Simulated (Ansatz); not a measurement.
C2H3NS, SMILES C1=NCS1: an atomisation energy, run with the Python package of Ansatz (0.2.0).

`tae.py`
```python
'''Energy to split C2H3NS into its atoms.'''

from collections import Counter

import ansatz

BASIS = 'pcseg-2'
FUNCTIONAL = 'R2SCAN0'


def energy_of(molecule, charge=0, unpaired=0):
    calc = (
        molecule.calculation()
        .basis(gaussian=BASIS)
        .functional(FUNCTIONAL)
        .accuracy('high')
        .scf(lower_state_search='standard')
    )
    if charge:
        calc = calc.charge(charge)
    if unpaired:
        calc = calc.spin('collinear', total=unpaired)
    report = calc.run(threads=1).report
    if report['published_state_doubts']:
        print('  doubts:', report['published_state_doubts'])
    return report['free_energy_ev']

c2h3ns = (
    ansatz.Crystal.molecule()
    .atom('C', (-1.0029, 0.3544, -0.3953))
    .atom('N', (-0.0199, 0.9316, 0.1366))
    .atom('C', (0.7578, -0.279, 0.2969))
    .atom('S', (-0.4557, -1.2092, -0.4269))
    .atom('H', (-1.9838, 0.854, -0.771))
    .atom('H', (1.0095, -0.4771, 1.3602))
    .atom('H', (1.7561, -0.2428, -0.2461))
)

# Hund ground states
unpaired = {'C': 2, 'N': 3, 'S': 2, 'H': 1}
counts = Counter(site.symbol for site in c2h3ns.cartesian_sites)
atom_energy = {s: energy_of(ansatz.Crystal.molecule().atom(s, (0, 0, 0)), 0, unpaired[s]) for s in counts}
whole = energy_of(c2h3ns, 0, 0)
for s, e in atom_energy.items():
    print(f'{s:2s} x{counts[s]}  {e:14.5f} eV')
print(f'C2H3NS: {whole:.5f} eV')
split = sum(counts[s] * e for s, e in atom_energy.items()) - whole
print(f'atomisation energy (no zero-point term): {split:.3f} eV, {split / sum(counts.values()):.3f} eV an atom')
```

What does it cost to take this molecule apart into atoms?

27.002 eV from the electronic energies, without the zero-point term.

What the script printed:

Running `python tae.py` prints:
```text
C  x2     -1029.46849 eV
N  x1     -1485.17933 eV
S  x1    -10832.53575 eV
H  x3       -13.60583 eV
C2H3NS: -14444.47119 eV
atomisation energy (no zero-point term): 27.002 eV, 3.857 eV an atom
```

Notes:
- These settings explore the input space; basis and method may be short of convergence.
- The geometry is a force-field or estimated start, not a minimum of this method, and the basis set is short of its limit. All parts are taken at fixed geometry, without zero-point energy.
- Run time: 25 s on 1 thread of Intel(R) Xeon(R) Processor @ 2.30GHz (shared host), peak memory 0.87 GiB.
